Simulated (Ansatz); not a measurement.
**C4H7FSi: one species, many methods**

One table from this session's results is given with a row withheld; the runs are named, their logs left out.

Method: functionals in def2-TZVPP, the program's frozen cores in correlated methods; program: Ansatz 0.2.0, Gaussian basis.

Levels to be run: PBE-D4, r2SCAN-D4, PBE0-D4, B3LYP-D4, ωB97X-V, ωB97M-V, B2PLYP; CCSD(T)/def2-TZVPP; MP2/def2-QZVPP; extrapolation to the limit.

### Structure used throughout

An earlier PBE0-D4 in a triple-zeta def2 set relaxation fixed the geometry.

SMILES `CC(F)=C=C[SiH3]`, 13 atoms, charge 0, spin multiplicity 1.

Atoms are counted from 1 here; the program's logs count them from 0.

Bond lengths: C1–C2 1.482 Å, C1–H7 1.089 Å, C1–H8 1.094 Å, C1–H9 1.094 Å, C2–F3 1.353 Å, C2–C4 1.304 Å, C4–C5 1.302 Å, C5–Si6 1.868 Å, C5–H10 1.091 Å, Si6–H11 1.483 Å, Si6–H12 1.488 Å, Si6–H13 1.487 Å. Angles: C2–C1–H7 110.5°, C2–C1–H8 110.4°, C2–C1–H9 110.2°, H7–C1–H8 108.9°, H7–C1–H9 108.9°, H8–C1–H9 107.9°, C1–C2–F3 113.2°, C1–C2–C4 127.3°, F3–C2–C4 119.5°, C2–C4–C5 177.1°, C4–C5–Si6 121.6°, C4–C5–H10 119.0°, Si6–C5–H10 119.4°, C5–Si6–H11 109.1°, C5–Si6–H12 109.9°, C5–Si6–H13 110.1°, H11–Si6–H12 109.9°, H11–Si6–H13 110.0° and more.

Set-up of the first run:

The input, in.yaml:

```yaml
crystal:
  periodic: [false, false, false]
  atoms:
    - {symbol: C, position_ang: [-2.304393, 0.565117, -0.415361]}
    - {symbol: C, position_ang: [-1.000102, 1.058624, 0.085413]}
    - {symbol: F, position_ang: [-1.115540, 2.109214, 0.930716]}
    - {symbol: C, position_ang: [0.184269, 0.599451, -0.210133]}
    - {symbol: C, position_ang: [1.347408, 0.081396, -0.481943]}
    - {symbol: Si, position_ang: [2.079723, -1.284453, 0.560589]}
    - {symbol: H, position_ang: [-2.159190, -0.279045, -1.088155]}
    - {symbol: H, position_ang: [-2.831235, 1.359606, -0.951556]}
    - {symbol: H, position_ang: [-2.934735, 0.248365, 0.420525]}
    - {symbol: H, position_ang: [1.908712, 0.462403, -1.336683]}
    - {symbol: H, position_ang: [1.127973, -1.631853, 1.643617]}
    - {symbol: H, position_ang: [2.342177, -2.480358, -0.285155]}
    - {symbol: H, position_ang: [3.375434, -0.843265, 1.142627]}
basis:
  gaussian: {orbitals: def2-TZVPP}
hamiltonian: {xc: pbe, dispersion: d4}
output: {forces: true, orbitals: {seedname: orbitals}}
```

Command:

```sh
$ ansatz run in.yaml --threads 4 --pin off --events-out ev --progress --plain --max-ram 10444MiB
```

Steps of the session up to this table: PBE-D4 (GGA); r2SCAN-D4 (meta-GGA); PBE0-D4 (hybrid); B3LYP-D4 (hybrid); ωB97X-V (range-separated); ωB97M-V (range-separated); B2PLYP (double hybrid); CCSD(T) in def2-TZVPP; MP2 in def2-QZVPP.

One table of the session follows, with a row left open; its other results are not shown here.

It belongs to the step «Atomisation energies». 

| method | atomisation energy (kcal/mol) |
| --- | --- |
| PBE-D4 | 1251.4 |
| r2SCAN-D4 | 1225.7 |
| PBE0-D4 | 1227.5 |
| B3LYP-D4 | 1222.0 |
| ωB97X-V | 1221.5 |
| ωB97M-V | 1222.6 |
| B2PLYP | 1208.5 |
| HF/def2-TZVPP | 898.9 |
| MP2/def2-TZVPP | ? |
| CCSD/def2-TZVPP | 1168.4 |
| CCSD(T)/def2-TZVPP | 1187.7 |
| MP2/CBS | 1237.0 |
| CCSD(T)/CBS | 1216.9 |

Q: Estimate the row for MP2/def2-TZVPP from the others.

**Answer.** atomisation energy (kcal/mol): 1207.8. In the column «atomisation energy (kcal/mol)» it lies between CCSD(T)/def2-TZVPP (1187.7) and B2PLYP (1208.5).

Limits of these values: Free atoms (4 C, 1 F, 1 Si, 7 H) were run apart at each level; the atomisation energy is their sum less the molecule, without zero-point or spin-orbit terms.
